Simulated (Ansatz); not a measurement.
# HfTiS3: the cost of one run

Method: DFT PBE, scalar-relativistic, plane waves, PAW, in Ansatz 0.2.0.

## 1. Starting point

Symmetry: Pm-3m, No. 221, cubic system. Conventional cell: a = 4.517 Å, b = 4.517 Å, c = 4.517 Å, α = 90.00°, β = 90.00°, γ = 90.00°. Hf (site symmetry m-3m) has 12 S at 3.19 Å in its first shell of neighbours. Around Ti (site symmetry m-3m) lie 6 S at 2.26 Å. S (site symmetry 4/mmm) has 2 Ti at 2.26 Å and 4 Hf at 3.19 Å in its first shell of neighbours.

As a file:

```cif
data_structure
_symmetry_space_group_name_H-M 'Pm-3m'
_symmetry_Int_Tables_number 221
_cell_length_a 4.5170
_cell_length_b 4.5170
_cell_length_c 4.5170
_cell_angle_alpha 90.000
_cell_angle_beta 90.000
_cell_angle_gamma 90.000
_cell_volume 92.16
loop_
_atom_site_label
_atom_site_type_symbol
_atom_site_symmetry_multiplicity
_atom_site_Wyckoff_symbol
_atom_site_fract_x
_atom_site_fract_y
_atom_site_fract_z
_atom_site_occupancy
Hf1 Hf 1 a 0.00000 0.00000 0.00000 1
Ti1 Ti 1 b 0.50000 0.50000 0.50000 1
S1 S 3 c 0.00000 0.50000 0.50000 1
```

(A quick probe on a coarse mesh, which set the mesh and smearing, is not shown.)

## 3. Rough relaxation on the coarse mesh

File input.yaml:

```yaml
crystal:
  lattice:
    - [4.5170274896, 0.0, 0.0]
    - [0.0, 4.5170274896, 0.0]
    - [0.0, 0.0, 4.5170274896]
  atoms:
    - { symbol: Hf, position: [0.0, 0.0, 0.0], spin: 0.21 }
    - { symbol: Ti, position: [0.5, 0.5, 0.5] }
    - { symbol: S, position: [0.0, 0.5, 0.5] }
    - { symbol: S, position: [0.5, 0.0, 0.5] }
    - { symbol: S, position: [0.5, 0.5, 0.0] }
basis:
  ecutwfc: 420
kpoints:
  mp_grid: { grid: [4, 4, 4] }
hamiltonian:
  xc: pbe
scf:
  occupations: { method: gaussian, width: 0.1 }
  lower_state_search: "off"
output:
  forces: true
  stress: true
  eigenvalues: true
  populations: true
magnetization:
  spin_polarized: true
relax:
  adjacent_minimum: "off"
  f_tol: 0.04
  max_steps: 70
  cell: { stress_tol: 0.4 }
```

Launch:

```console
$ ansatz run input.yaml --threads 1 --pin off --max-ram 2560MiB --backend cpu --events-out ev --progress --plain --runs-dir out
```

**Question.** How long does this run take on 1 thread of Arm Neoverse V2, shared host, and how much memory does it need?

About 28 s, with a peak of 0.41 GiB.
